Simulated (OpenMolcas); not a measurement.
# B3P86/ANO-RCC-VDZP (DKH2, RICD fitting) run of H4OSn (SMILES [OH][SnH3])

What is the electrostatic solvation energy at fixed shape (PCM, methanol) of H4OSn at B3P86/ANO-RCC-VDZP (DKH2, RICD fitting)? 

The calculation is run with OpenMolcas 26.06.

## (1) The molecule

H4OSn: 6 atoms, total charge 0, spin state singlet. SMILES: `[OH][SnH3]`. The shape comes from GFN2-xTB, which is rough for such elements, and wasn't checked as a minimum.

Bond lengths: O1–Sn2 1.938 Å, O1–H3 0.954 Å, Sn2–H4 1.666 Å, Sn2–H5 1.667 Å, Sn2–H6 1.643 Å. Angles: O1–Sn2–H4 108.6°, O1–Sn2–H5 108.4°, O1–Sn2–H6 100.8°, Sn2–O1–H3 118.2°, H4–Sn2–H5 110.9°, H4–Sn2–H6 113.6°, H5–Sn2–H6 113.8°.

## (2) Energy and forces at B3P86/ANO-RCC-VDZP (DKH2, RICD fitting)

mol.xyz reads:

```xyz
6

O      0.879210    -0.707420     0.911480
Sn    -0.301550     0.367900    -0.186660
H      1.159040    -1.555600     0.575230
H     -1.700920    -0.493620    -0.463670
H      0.480140     0.711550    -1.618760
H     -0.515920     1.677200     0.782380
```

job.inp reads:

```
&gateway
coord=mol.xyz
basis=ANO-RCC-VDZP
group=NoSym
ricd
acd
&seward
&scf
ksdft=HYB_GGA_XC_B3P86
prorbitals=1 1
&alaska
```

Launch:

```bash
export MOLCAS_MEM=1860
pymolcas job.inp > job.log
```

Standard output (excerpt; [...] marks lines left out):

```text
--- Start Module: gateway ---
[...]
--- Stop Module: gateway /rc=_RC_ALL_IS_WELL_ ---
[...]
      Basis functions           77
[...]
--- Start Module: scf ---
[...]
       Convergence after  17 Iterations
[...]
::    Total KS-DFT energy                           -6253.4432362404
[...]
      Total spin, S                                     0.0000000000
[...]
      Total electronic charge=   62.000000
      Total            charge=   -0.000000
[...]
      Dipole Moment (debye):
      Origin of the operator (angstrom)=   -0.1621    0.2368   -0.0610
                   X= -8.0406E-01               Y= -1.1161E-01               Z= -1.5915E+00           Total=  1.7866E+00
      Quadrupole Moment (debye*angstrom):
[...]
--- Stop Module: scf /rc=_RC_ALL_IS_WELL_ ---
[...]
--- Start Module: alaska ---
[...]
 *              Molecular gradients               *
 **************************************************
  Irreducible representation: a
 ------------------------------------------------------------------------------------------
                              X                       Y                       Z
 ------------------------------------------------------------------------------------------
  O1               -8.84638239718427E-03    3.76120102298927E-05   -1.65615340336771E-02
  SN2               4.08624612058972E-03   -3.82730187867608E-04    7.90788673934806E-03
  H3               -3.05263513997112E-03    1.10749779863930E-02    5.60303227139380E-03
  H4                1.00653097669827E-02    6.05421496104874E-03    2.09589380974662E-03
  H5               -5.26917096971857E-03   -2.53033853444196E-03    1.01638073073085E-02
  H6                3.01663261928953E-03   -1.42537362352293E-02   -9.20908609407434E-03
 ------------------------------------------------------------------------------------------
--- Stop Module: alaska /rc=_RC_ALL_IS_WELL_ ---
[...]
```

Run time: 40 s. Hardware: 1 thread of Arm Neoverse V2, shared host; peak memory 0.38 GiB.

## (3) Energy and gradient at B3P86/ANO-RCC-VDZP (DKH2, RICD fitting, PCM methanol)

mol.xyz is that of step 2.

job.inp reads:

```
&GATEWAY
  COORD=mol.xyz
  BASIS=ANO-RCC-VDZP
  GROUP=NoSym
  RICD
  ACD
  RF-INPUT
  PCM-Model
  Solvent=methanol
  End of RF-Input

&SEWARD

&SCF
  KSDFT=HYB_GGA_XC_B3P86
  PRORBITALS=1 1

&ALASKA
```

Launch:

```bash
export MOLCAS_MEM=1860
pymolcas job.inp > job.log
```

Standard output (excerpt; [...] marks lines left out):

```text
--- Start Module: gateway ---
[...]
--- Stop Module: gateway /rc=_RC_ALL_IS_WELL_ ---
[...]
      Basis functions           77
[...]
--- Start Module: scf ---
[...]
       Convergence after  11 Iterations
[...]
::    Total KS-DFT energy                           -6253.4501689949
[...]
      Total spin, S                                     0.0000000000
[...]
      Total electronic charge=   62.000000
      Total            charge=   -0.000000
[...]
      Dipole Moment (debye):
      Origin of the operator (angstrom)=   -0.1621    0.2368   -0.0610
                   X= -8.9984E-01               Y= -2.4768E-01               Z= -1.9041E+00           Total=  2.1206E+00
      Quadrupole Moment (debye*angstrom):
[...]
--- Stop Module: scf /rc=_RC_ALL_IS_WELL_ ---
[...]
--- Start Module: alaska ---
[...]
 *              Molecular gradients               *
 **************************************************
  Irreducible representation: a
 ------------------------------------------------------------------------------------------
                              X                       Y                       Z
 ------------------------------------------------------------------------------------------
  O1               -7.68602987271905E-03   -6.44746820842457E-03   -2.09552629950522E-02
  SN2               6.72555743869196E-03   -1.91547188133789E-03    1.11296289644205E-02
  H3               -5.71190003317268E-03    1.95599022323183E-02    8.99022181952613E-03
  H4                9.65257742481551E-03    6.03542840065785E-03    1.65403406768139E-03
  H5               -5.45507294481107E-03   -2.42056922595602E-03    9.60484001512363E-03
  H6                2.77302465324358E-03   -1.42793522568656E-02   -9.68701301388464E-03
 ------------------------------------------------------------------------------------------
--- Stop Module: alaska /rc=_RC_ALL_IS_WELL_ ---
[...]
```

Wall time 45 s (1 thread of Arm Neoverse V2, shared host); peak memory 0.38 GiB.

## (4) What came out

Level: B3P86/ANO-RCC-VDZP (DKH2, RICD fitting).

```
                                        quantity           value
                         gas phase: total energy  -6253.44324 Eh
                        gas phase: dipole moment          1.79 D
                          gas phase: HOMO energy        -8.15 eV
                          gas phase: LUMO energy        -0.67 eV
                        gas phase: HOMO–LUMO gap         7.48 eV
             gas phase: largest force on an atom      0.966 eV/Å
                     PCM, methanol: total energy  -6253.45017 Eh
                    PCM, methanol: dipole moment          2.12 D
                      PCM, methanol: HOMO energy        -8.17 eV
                      PCM, methanol: LUMO energy        -0.58 eV
                    PCM, methanol: HOMO–LUMO gap         7.59 eV
         PCM, methanol: largest force on an atom      1.195 eV/Å
energy change from gas to solvent at fixed shape       -0.189 eV
```

**Reading.** The solvent model (PCM, methanol) lowers the energy by 0.19 eV (−18.2 kJ/mol) at the same shape. It holds the electrostatic part alone, without cavity or dispersion terms. The largest force (PCM, methanol) is 1.19 eV/Å: the shape isn't a stationary point for this species at this level. The largest force (gas phase) is 0.97 eV/Å: the shape isn't a stationary point for this species at this level. Mulliken charges (PCM, methanol) run from -0.59 on O1 to +1.01 on Sn2; they depend strongly on the basis.
